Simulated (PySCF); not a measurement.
# C₃H₁₁BNP: electronic excitations

Aim: predict the electronic excitations of C₃H₁₁BNP (`CCCNBP`).

The runs use PySCF 2.14.0, with density-fitted response routines of our own; the level of theory stands in each step. All values are computed, except where a source is named. Atoms are numbered from 0 throughout.

**1. Starting geometry**

17 atoms, charge 0, multiplicity 1; geometry from: GFN2-xTB.

Bonds of the start (Å): C0–C1 1.52, C1–C2 1.53, C2–N3 1.45, N3–B4 1.38, B4–P5 1.91, C0–H6 1.09, C0–H7 1.09, C0–H8 1.09, C1–H9 1.09, C1–H10 1.09, C2–H11 1.10, C2–H12 1.09, N3–H13 1.01, B4–H14 1.17, P5–H15 1.39, P5–H16 1.38.

**2. Excited states and response: CAM-B3LYP/def2-SVPD**

Job settings and geometry (Å):

```
{"job": {"kind": "uv", "xc": "CAM-B3LYP", "basis": "def2-SVPD", "nstates": 8, "ntriplets": 3}, "charge": 0, "multiplicity": 1}
C      2.779854     0.498553     0.257626
C      1.470756    -0.146258    -0.178727
C      0.260620     0.632967     0.343110
N     -0.986996     0.009709    -0.043058
B     -1.940730    -0.546807     0.779082
P     -3.450193    -1.439828     0.019382
H      3.627154    -0.076141    -0.107880
H      2.837396     0.545260     1.342550
H      2.857151     1.510909    -0.133267
H      1.429717    -0.189458    -1.270155
H      1.417279    -1.169762     0.197878
H      0.294641     1.659150    -0.044898
H      0.293398     0.677511     1.433391
H     -1.088785    -0.032240    -1.049269
H     -1.793579    -0.526785     1.941567
H     -3.596325    -0.638697    -1.102367
H     -4.418357    -0.756052     0.731192
```

With the program's defaults for keys left out, this is: TDDFT CAM-B3LYP/def2-SVPD, vertical, gas phase, core orbitals frozen in the response.

The run is started by

```
> OMP_NUM_THREADS=1 python probes_run.py task.json out
```

One launch serves the whole session: the jobs run in the order shown.

Predict these results of the whole session: lowest singlet (CAM-B3LYP/def2-SVPD); brightest single state of those computed; lowest triplet.

The runs gave:

```
                                quantity                        value
    lowest singlet (CAM-B3LYP/def2-SVPD)  6.02 eV (206 nm), f = 0.116
brightest single state of those computed  state 7, 7.62 eV, f = 0.176
                          lowest triplet                      5.10 eV
```

The first singlet state (HOMO→LUMO 0.53, HOMO→LUMO+1 0.38) lies at 6.02 eV and is bright; of the 8 states computed, the strongest absorption comes from state 7 at 7.62 eV. The lowest triplet lies 0.92 eV below the lowest singlet (triplets in Tamm-Dancoff, singlets in full TDDFT).
